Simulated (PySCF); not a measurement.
# [Yb(NH3)3]3+: forces at shaken geometries

How stiff is [Yb(NH3)3]3+? Its atoms are displaced at random by several amounts. The structure is generated, not taken from experiment.

Method: BP86, Yb lcecp-1-SVP with ECP59, N def2-SVP, H def2-SVP; scalar-relativistic core potentials, no spin–orbit coupling; program: PySCF 2.14.0.

2 further runs of the same task are left out: 2 for a known fault of the program.

## 1. The system as given

13 atoms, charge 3, spin multiplicity 1.

Bond lengths: Yb1–N2 2.351 Å, Yb1–N6 2.351 Å, Yb1–N10 2.351 Å, N2–H3 1.050 Å, N2–H4 1.048 Å, N2–H5 1.048 Å, N6–H7 1.050 Å, N6–H8 1.048 Å, N6–H9 1.048 Å, N10–H11 1.050 Å, N10–H12 1.048 Å, N10–H13 1.048 Å. Angles: N2–Yb1–N6 110.8°, N2–Yb1–N10 110.8°, N6–Yb1–N10 110.8°, Yb1–N2–H3 115.0°, Yb1–N2–H4 116.5°, Yb1–N2–H5 115.6°, H3–N2–H4 102.5°, H3–N2–H5 102.5°, H4–N2–H5 102.7°, Yb1–N6–H7 115.0°, Yb1–N6–H8 116.5°, Yb1–N6–H9 115.6°, H7–N6–H8 102.5°, H7–N6–H9 102.5°, H8–N6–H9 102.7°, Yb1–N10–H11 115.0°, Yb1–N10–H12 116.5°, Yb1–N10–H13 115.6° and more.

Geometry (Å):

```xyz
13
H9N3Yb
Yb    0.00000    0.00000    0.74154
N     2.23478    0.00007    0.01059
H     2.93714   -0.30026    0.73054
H     2.46127   -0.62290   -0.80151
H     2.61034    0.92806   -0.29957
N    -1.11745    1.93534    0.01059
H    -1.20854    2.69376    0.73054
H    -0.69119    2.44297   -0.80151
H    -2.10890    1.79659   -0.29957
N    -1.11733   -1.93541    0.01059
H    -1.72860   -2.39351    0.73054
H    -1.77008   -1.82007   -0.80151
H    -0.50144   -2.72465   -0.29957
```

Formal oxidation states: Yb +3. Each metal's 13 4f electrons lie in its core potential, so multiplicities, spins and levels count the valence alone. An earlier session relaxed this geometry at BP86, Yb lcecp-1-SVP with ECP59, N def2-SVP, H def2-SVP (singlet, point group C3).

Its energy there is -207.976280 Eh.

## 2. Atoms moved at random, σ = 0.06 Å

run.py (the lines that set the calculation)

```python
mol = gto.M(atom='''
Yb     0.03730     0.06440     0.76891
N      2.24720    -0.01256     0.00855
H      2.93951    -0.24764     0.66540
H      2.53054    -0.61537    -0.86028
H      2.61444     0.90468    -0.26401
N     -1.12565     1.94355     0.05273
H     -1.22584     2.71258     0.62212
H     -0.68874     2.43187    -0.75597
H     -2.15219     1.79469    -0.28057
N     -1.04778    -1.94319     0.03276
H     -1.84995    -2.34041     0.74436
H     -1.76289    -1.83964    -0.84395
H     -0.51594    -2.85297    -0.22836''',
    basis={'Yb': 'lcecp-1-SVP', 'N': 'def2-SVP', 'H': 'def2-SVP'},
    ecp={'Yb': 'lcecp-1-SVP'},
    charge=3, spin=0)
mf = dft.RKS(mol, xc='B88,P86')
mf.grids.atom_grid = (50, 194)  # f atoms: unpruned, at least (60, 302)
mf = mf.density_fit()  # fitting sets: Yb AutoAux, N def2-universal-JKFIT, H def2-universal-JKFIT
mf.conv_tol = 1e-08; mf.max_cycle = 55
mf.kernel(dm0)  # dm0: the density of the relaxed state
```

Launch:

```bash
OMP_NUM_THREADS=2 python run.py
```

Log:

```text
init E= -207.829529693295
  HOMO = -0.87655378903224  LUMO = -0.656783267509728  gap/eV = 5.98026
cycle= 1 E= -207.938095612809  delta_E= -0.109  |g|= 0.199  |ddm|= 0.35
  HOMO = -0.803965782196245  LUMO = -0.637877437228838  gap/eV = 4.51949
cycle= 2 E= -207.905460588697  delta_E= 0.0326  |g|= 0.426  |ddm|= 0.545
  HOMO = -0.853838669852182  LUMO = -0.635573866432777  gap/eV = 5.93929
cycle= 3 E= -207.948649779533  delta_E= -0.0432  |g|= 0.0225  |ddm|= 0.345
  HOMO = -0.855437246564927  LUMO = -0.636954101683079  gap/eV = 5.94523
cycle= 4 E= -207.948781109094  delta_E= -0.000131  |g|= 0.00598  |ddm|= 0.027
  HOMO = -0.855832453333778  LUMO = -0.636846794057391  gap/eV = 5.95890
cycle= 5 E= -207.948786935936  delta_E= -5.83e-06  |g|= 0.0033  |ddm|= 0.00688
  HOMO = -0.855898359347885  LUMO = -0.636884387396293  gap/eV = 5.95967
cycle= 6 E= -207.94878934329  delta_E= -2.41e-06  |g|= 0.000415  |ddm|= 0.00275
  HOMO = -0.855912797001225  LUMO = -0.636889257402473  gap/eV = 5.95993
cycle= 7 E= -207.948789386345  delta_E= -4.31e-08  |g|= 5.24e-05  |ddm|= 0.000403
  HOMO = -0.855912707953313  LUMO = -0.636887904361977  gap/eV = 5.95997
cycle= 8 E= -207.948789386757  delta_E= -4.12e-10  |g|= 3.24e-05  |ddm|= 6.07e-05
  HOMO = -0.85591565386669  LUMO = -0.636888388164796  gap/eV = 5.96004
Extra cycle  E= -207.948789386164  delta_E= 5.93e-10  |g|= 6.13e-05  |ddm|= 7.03e-05
converged SCF energy = -207.948789386164
```

Wall time 11 s (2 threads of Intel Xeon at 2.70GHz, shared host).

Result: E = -207.948789 Eh (+0.748 eV from the relaxed state), HOMO -23.29 eV, LUMO -17.33 eV, Mulliken charge on Yb1 +1.67 e, largest force component 3.230 eV/Å. 

```tsv
atom	Fx	Fy	Fz (eV/Å)
Yb1	-0.146	-0.850	-0.031
N2	-1.483	-0.344	-2.869
H3	1.958	-1.153	2.177
H4	-0.538	0.679	1.192
H5	0.147	0.977	-0.496
N6	-0.912	-2.948	-2.974
H7	-0.477	3.151	3.061
H8	0.071	-0.126	-0.568
H9	1.261	0.104	0.315
N10	-3.230	-1.261	-0.497
H11	2.024	0.761	-1.258
H12	1.805	-0.122	1.585
H13	-0.478	1.131	0.364
```

## 3. Atoms moved at random, σ = 0.06 Å

run.py (the lines that set the calculation)

```python
mol = gto.M(atom='''
Yb    -0.01476    -0.02276     0.70964
N      2.16375    -0.02421     0.08385
H      2.81112    -0.25539     0.73429
H      2.48056    -0.65206    -0.82521
H      2.62619     0.98717    -0.28181
N     -1.06496     1.96287    -0.05001
H     -1.15617     2.68900     0.85797
H     -0.65240     2.41684    -0.77954
H     -2.14593     1.75606    -0.26986
N     -1.12468    -2.03184    -0.07100
H     -1.64535    -2.39834     0.67838
H     -1.83604    -1.75702    -0.80068
H     -0.44134    -2.67032    -0.32433''',
    basis={'Yb': 'lcecp-1-SVP', 'N': 'def2-SVP', 'H': 'def2-SVP'},
    ecp={'Yb': 'lcecp-1-SVP'},
    charge=3, spin=0)
mf = dft.RKS(mol, xc='B88,P86')
mf.grids.atom_grid = (50, 194)  # f atoms: unpruned, at least (60, 302)
mf = mf.density_fit()  # fitting sets: Yb AutoAux, N def2-universal-JKFIT, H def2-universal-JKFIT
mf.conv_tol = 1e-08; mf.max_cycle = 55
mf.kernel(dm0)  # dm0: the density of the relaxed state
```

Launch:

```bash
OMP_NUM_THREADS=2 python run.py
```

Log:

```text
init E= -207.819826085438
  HOMO = -0.847653840521785  LUMO = -0.664638985743952  gap/eV = 4.98009
cycle= 1 E= -207.910000778135  delta_E= -0.0902  |g|= 0.163  |ddm|= 0.419
  HOMO = -0.821942763592855  LUMO = -0.636846705813954  gap/eV = 5.03672
cycle= 2 E= -207.898402117089  delta_E= 0.0116  |g|= 0.283  |ddm|= 0.379
  HOMO = -0.837730434257972  LUMO = -0.637422867357489  gap/eV = 5.45065
cycle= 3 E= -207.916487181892  delta_E= -0.0181  |g|= 0.0363  |ddm|= 0.24
  HOMO = -0.837569709607664  LUMO = -0.63914643546078  gap/eV = 5.39937
cycle= 4 E= -207.916790397577  delta_E= -0.000303  |g|= 0.00729  |ddm|= 0.0358
  HOMO = -0.838224559058304  LUMO = -0.63915682570689  gap/eV = 5.41691
cycle= 5 E= -207.916800115272  delta_E= -9.72e-06  |g|= 0.0028  |ddm|= 0.00709
  HOMO = -0.837926083725252  LUMO = -0.639263907724122  gap/eV = 5.40587
cycle= 6 E= -207.91680193249  delta_E= -1.82e-06  |g|= 0.000472  |ddm|= 0.00298
  HOMO = -0.837936552297045  LUMO = -0.639235338384642  gap/eV = 5.40694
cycle= 7 E= -207.916801988389  delta_E= -5.59e-08  |g|= 0.000123  |ddm|= 0.00058
  HOMO = -0.837952726216793  LUMO = -0.639238350058197  gap/eV = 5.40729
cycle= 8 E= -207.916801991154  delta_E= -2.77e-09  |g|= 5.6e-05  |ddm|= 0.000134
  HOMO = -0.837949893031849  LUMO = -0.639242520031026  gap/eV = 5.40710
Extra cycle  E= -207.916801989211  delta_E= 1.94e-09  |g|= 0.000109  |ddm|= 0.000129
converged SCF energy = -207.916801989211
```

It took 12 s on 2 threads of Intel Xeon at 2.70GHz, shared host.

Result: E = -207.916802 Eh (+1.618 eV from the relaxed state), HOMO -22.80 eV, LUMO -17.39 eV, Mulliken charge on Yb1 +1.59 e, largest force component 6.970 eV/Å. 

```tsv
atom	Fx	Fy	Fz (eV/Å)
Yb1	-0.531	-0.039	0.022
N2	-0.934	2.670	-6.970
H3	3.586	-1.537	3.710
H4	-0.775	1.254	2.159
H5	-1.325	-2.393	0.943
N6	-4.173	-1.996	6.336
H7	0.296	-1.483	-2.721
H8	1.590	2.581	-3.535
H9	2.220	0.827	0.023
N10	-0.882	5.147	-0.241
H11	-1.508	-1.443	1.932
H12	0.595	-0.918	-0.096
H13	1.841	-2.671	-1.562
```

## 4. Atoms moved at random, σ = 0.1 Å

run.py (the lines that set the calculation)

```python
mol = gto.M(atom='''
Yb     0.11952    -0.20428     0.79139
N      2.37791    -0.13412    -0.07731
H      2.96788    -0.33796     0.71481
H      2.56223    -0.58066    -0.68540
H      2.67461     0.86335    -0.18131
N     -1.33500     1.98220     0.04419
H     -1.22960     2.84406     0.91911
H     -0.72943     2.60834    -0.89387
H     -2.23664     1.80250    -0.36916
N     -1.16927    -1.84216    -0.01895
H     -1.72204    -2.55396     0.67909
H     -1.77278    -1.69071    -0.94233
H     -0.50739    -2.75660    -0.31856''',
    basis={'Yb': 'lcecp-1-SVP', 'N': 'def2-SVP', 'H': 'def2-SVP'},
    ecp={'Yb': 'lcecp-1-SVP'},
    charge=3, spin=0)
mf = dft.RKS(mol, xc='B88,P86')
mf.grids.atom_grid = (50, 194)  # f atoms: unpruned, at least (60, 302)
mf = mf.density_fit()  # fitting sets: Yb AutoAux, N def2-universal-JKFIT, H def2-universal-JKFIT
mf.conv_tol = 1e-08; mf.max_cycle = 55
mf.kernel(dm0)  # dm0: the density of the relaxed state
```

Launch:

```bash
OMP_NUM_THREADS=2 python run.py
```

Log:

```text
init E= -207.351687327164
  HOMO = -0.895062186975904  LUMO = -0.724323776852705  gap/eV = 4.64603
cycle= 1 E= -207.727227027135  delta_E= -0.376  |g|= 0.485  |ddm|= 0.78
  HOMO = -0.68997205843921  LUMO = -0.637712854414182  gap/eV = 1.42205
cycle= 2 E= -207.291790807479  delta_E= 0.435  |g|= 1.34  |ddm|= 1.81
  HOMO = -0.797790372595886  LUMO = -0.621733720276437  gap/eV = 4.79075
cycle= 3 E= -207.783656331596  delta_E= -0.492  |g|= 0.154  |ddm|= 1.52
  HOMO = -0.787404629917312  LUMO = -0.638466747947871  gap/eV = 4.05281
cycle= 4 E= -207.789538975566  delta_E= -0.00588  |g|= 0.0813  |ddm|= 0.239
  HOMO = -0.791031047081365  LUMO = -0.642062585878804  gap/eV = 4.05364
cycle= 5 E= -207.790858624861  delta_E= -0.00132  |g|= 0.0183  |ddm|= 0.0663
  HOMO = -0.789999419595132  LUMO = -0.639285512107184  gap/eV = 4.10113
cycle= 6 E= -207.790948425906  delta_E= -8.98e-05  |g|= 0.00803  |ddm|= 0.0295
  HOMO = -0.790425153493844  LUMO = -0.639428531173977  gap/eV = 4.10883
cycle= 7 E= -207.790962832909  delta_E= -1.44e-05  |g|= 0.00208  |ddm|= 0.00706
  HOMO = -0.790696438746329  LUMO = -0.639525729894732  gap/eV = 4.11356
cycle= 8 E= -207.790963847052  delta_E= -1.01e-06  |g|= 0.000453  |ddm|= 0.00171
  HOMO = -0.790746918341231  LUMO = -0.639479411203172  gap/eV = 4.11620
cycle= 9 E= -207.790963911983  delta_E= -6.49e-08  |g|= 6.51e-05  |ddm|= 0.000656
  HOMO = -0.790751476897274  LUMO = -0.639486386413433  gap/eV = 4.11613
cycle= 10 E= -207.790963913807  delta_E= -1.82e-09  |g|= 1.04e-05  |ddm|= 8.18e-05
  HOMO = -0.790754567096116  LUMO = -0.639486108044686  gap/eV = 4.11622
Extra cycle  E= -207.790963913739  delta_E= 6.84e-11  |g|= 1.99e-05  |ddm|= 2.9e-05
converged SCF energy = -207.790963913739
```

Wall time 13 s (2 threads of Intel Xeon at 2.70GHz, shared host).

Result: E = -207.790964 Eh (+5.043 eV from the relaxed state), HOMO -21.52 eV, LUMO -17.40 eV, Mulliken charge on Yb1 +1.61 e, largest force component 20.576 eV/Å. 

```tsv
atom	Fx	Fy	Fz (eV/Å)
Yb1	-0.666	1.719	-0.375
N2	-7.727	15.739	20.576
H3	1.152	-1.019	0.917
H4	6.501	-14.536	-20.351
H5	-0.015	-0.149	-0.934
N6	5.987	3.606	0.305
H7	-1.268	-2.820	-3.026
H8	-2.189	-2.152	3.141
H9	-1.619	0.300	0.026
N10	0.136	-4.703	-0.786
H11	0.239	2.097	-1.401
H12	0.730	-0.459	1.838
H13	-1.262	2.378	0.070
```

## 5. The displacements side by side

| σ (Å) | energy rise (eV) | harmonic estimate −½ F·u (eV) | largest force component (eV/Å) |
| --- | --- | --- | --- |
| 0.06 | 0.748 | 0.751 | 3.23 |
| 0.06 | 1.618 | 1.610 | 6.97 |
| 0.1 | 5.043 | 5.680 | 20.58 |

Every displacement raises the energy. For a harmonic well the rise equals −½ F·u; the two differ by at most 13 % here (a move with σ = 0.1 Å), from anharmonicity, the grid and the small forces left at the relaxed point. The bases are small and lack diffuse functions. Spin–orbit coupling is left out.
